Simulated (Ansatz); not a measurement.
# FH₂InO: taking an electron away

An exercise on one series of results from a longer session: the logs are not shown, and one member is left open.

Program: Ansatz 0.2.0, Gaussian basis. Level of theory: unrestricted cation, the program's frozen cores in correlated methods. These are calculated values, not measurements.

Levels to be run: UKS PBE-D4/def2-TZVPP; UKS r2SCAN-D4/def2-TZVPP; UKS PBE0-D4/def2-TZVPP; UKS B3LYP-D4/def2-TZVPP; UKS wB97X-V/def2-TZVPP; UKS wB97M-V/def2-TZVPP; UKS B2PLYP/def2-TZVPP; UHF-CCSD(T)/def2-TZVPP; UHF-MP2/def2-QZVPP; extrapolation to the limit; then −ε(HOMO) from the neutral's earlier runs with LDA (SPW92), PBE-D4, revPBE-D4, BLYP-D4, r2SCAN-D4, B97M-V, PBE0-D4, B3LYP-D4, r2SCANh-D4, r2SCAN0-D4, HSE06-D4, BHLYP-D4, CAM-B3LYP-D4, LC-ωPBE, ωB97X-V, ωB97M-V.

**The geometry**

All runs share one geometry, relaxed beforehand with PBE0-D4 in a triple-zeta def2 set. In takes the def2 core potential; no spin-orbit term is included.

SMILES `[OH][InH][F]`, 5 atoms, charge 0, spin multiplicity 1.

Atoms are counted from 1 here; the program's logs count them from 0.

Bond lengths: O1–In2 1.966 Å, O1–H4 0.960 Å, In2–F3 1.944 Å, In2–H5 1.691 Å. Angles: In2–O1–H4 113.6°, O1–In2–F3 106.4°, O1–In2–H5 133.9°, F3–In2–H5 119.7°.

The first run:

Input file in.yaml:

```yaml
crystal:
  periodic: [false, false, false]
  atoms:
    - {symbol: O, position_ang: [-1.279452, -0.345914, -0.577374]}
    - {symbol: In, position_ang: [0.480065, 0.042509, 0.210023]}
    - {symbol: F, position_ang: [1.185877, -1.654657, 0.841508]}
    - {symbol: H, position_ang: [-1.725207, 0.429769, -0.925736]}
    - {symbol: H, position_ang: [1.388517, 1.454693, 0.410179]}
basis:
  gaussian: {orbitals: def2-TZVPP}
total_charge: 1
magnetization: {spin_polarized: true, initial_magnetization: 1}
hamiltonian: {xc: pbe, dispersion: d4}
```

Steps of the session up to this table: Cation, UKS PBE-D4/def2-TZVPP; Cation, UKS r2SCAN-D4/def2-TZVPP; Cation, UKS PBE0-D4/def2-TZVPP; Cation, UKS B3LYP-D4/def2-TZVPP; Cation, UKS wB97X-V/def2-TZVPP; Cation, UKS wB97M-V/def2-TZVPP; Cation, UKS B2PLYP (frozen core)/def2-TZVPP; Cation, UHF-CCSD(T)/def2-TZVPP; Cation, UHF-MP2/def2-QZVPP.

One of the session's tables, all rows but one given; the rest of the session is left out.

Orbital estimates, from the neutral's runs:

```
  functional  −ε(HOMO) (eV)
 LDA (SPW92)           7.49
      PBE-D4           7.25
   revPBE-D4           7.16
     BLYP-D4           7.17
   r2SCAN-D4           7.60
      B97M-V           7.67
     PBE0-D4           8.90
    B3LYP-D4           8.65
  r2SCANh-D4           8.22
  r2SCAN0-D4              ?
    HSE06-D4           8.49
    BHLYP-D4          10.45
CAM-B3LYP-D4          10.43
     LC-ωPBE          11.77
     ωB97X-V          11.43
     ωB97M-V          11.33
```

Estimate the missing values for r2SCAN0-D4.

Worked estimate for «−ε(HOMO) (eV)». Against the share of exact exchange, r2SCAN-D4 (0, 7.60), r2SCANh-D4 (0.1, 8.22) give a slope of 6.20 per unit share; at 0.25 the line stands at 9.15.

**Answer.** −ε(HOMO) (eV): 9.17. In «−ε(HOMO) (eV)» the line misses by -0.02.

Caveats from the session: The cation may have settled in a state other than its lowest; no search over hole states beyond the program's own was made.
